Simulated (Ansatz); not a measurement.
# SiGeF (quartet): the correlation ladder at a displaced geometry (v1), cc-pVDZ

How much of the correlation energy of SiGeF (quartet) does each wave-function method recover here?

Method: cc-pVDZ, core rule «outside noble gas», up to 20 orbitals frozen; program: Ansatz 0.2.0, Gaussian basis.

Plan: UHF; CCSD(T) on ROHF; CCSD(T) on UHF; BCCD(T) on ROHF; CISD; CCSDT(Q) on ROHF; CCSDT(Q) on UHF.

39 further runs of the same task are left out: 10 for a known fault of the program, 14 that didn't finish, 15 set aside as unsound or not needed.

**1. The system**

The geometry is a PBE0/def2-TZVP stationary point (not a proven minimum) with its atoms shifted at random (size 0.040 Å). No spin-orbit coupling is included. The filled d shell of Ge may be among the frozen orbitals whatever the setting's name suggests; the logs give the count.

3 atoms, charge 0, spin multiplicity 4.

Atoms are counted from 1 here; the program's logs count them from 0.

Bond lengths: F1–Ge2 1.751 Å, Ge2–Si3 2.441 Å. Angles: F1–Ge2–Si3 108.9°.

**2. UHF**

File in.yaml:

```yaml
crystal:
  periodic: [false, false, false]
  atoms:
    - {symbol: F, position_ang: [-0.010551, -1.068515, 1.380066]}
    - {symbol: Ge, position_ang: [-0.011384, 0.380578, 0.396294]}
    - {symbol: Si, position_ang: [0.036580, -0.261527, -1.958513]}
basis:
  gaussian: {orbitals: cc-pVDZ}
magnetization: {spin_polarized: true, initial_magnetization: 3}
hamiltonian: {xc: hf}
output: {orbitals: {seedname: orbitals}}
```

The run is started by

```
$ ansatz run in.yaml --threads 1 --pin off --events-out ev --progress --plain --max-ram 2393MiB
```

The runs that follow: CCSD(T) on ROHF; CCSD(T) on UHF; BCCD(T) on ROHF; CISD; CCSDT(Q) on ROHF; CCSDT(Q) on UHF.

Q: Predict the results of all the runs planned. Wanted: UCCSDT(Q) below the RHF energy; RMP2 from UCCSDT(Q); UMP2 from UCCSDT(Q); RCCSD from UCCSDT(Q); RCCSD(T) from UCCSDT(Q); UCCSD(T) from UCCSDT(Q); RCCSDT(Q) from UCCSDT(Q); T1 diagnostic.

As calculated:

```
                         quantity                      value
   UCCSDT(Q) below the RHF energy                 -9.7804 eV
              RMP2 from UCCSDT(Q)            +24.13 kcal/mol
              UMP2 from UCCSDT(Q)            +24.98 kcal/mol
             RCCSD from UCCSDT(Q)             +8.44 kcal/mol
          RCCSD(T) from UCCSDT(Q)             +1.81 kcal/mol
          UCCSD(T) from UCCSDT(Q)             +1.76 kcal/mol
         RCCSDT(Q) from UCCSDT(Q)             +0.19 kcal/mol
levels within 1 kcal/mol (43 meV)  RCCSDT, UCCSDT, RCCSDT(Q)
                    T1 diagnostic                      0.025
```

What this shows: RCCSD(T) lands +1.81 kcal/mol from the yardstick (0.8 % of the correlation energy). These misses are within one basis, not against nature; the frozen cores of restricted and unrestricted runs differ, which can shift their rows.
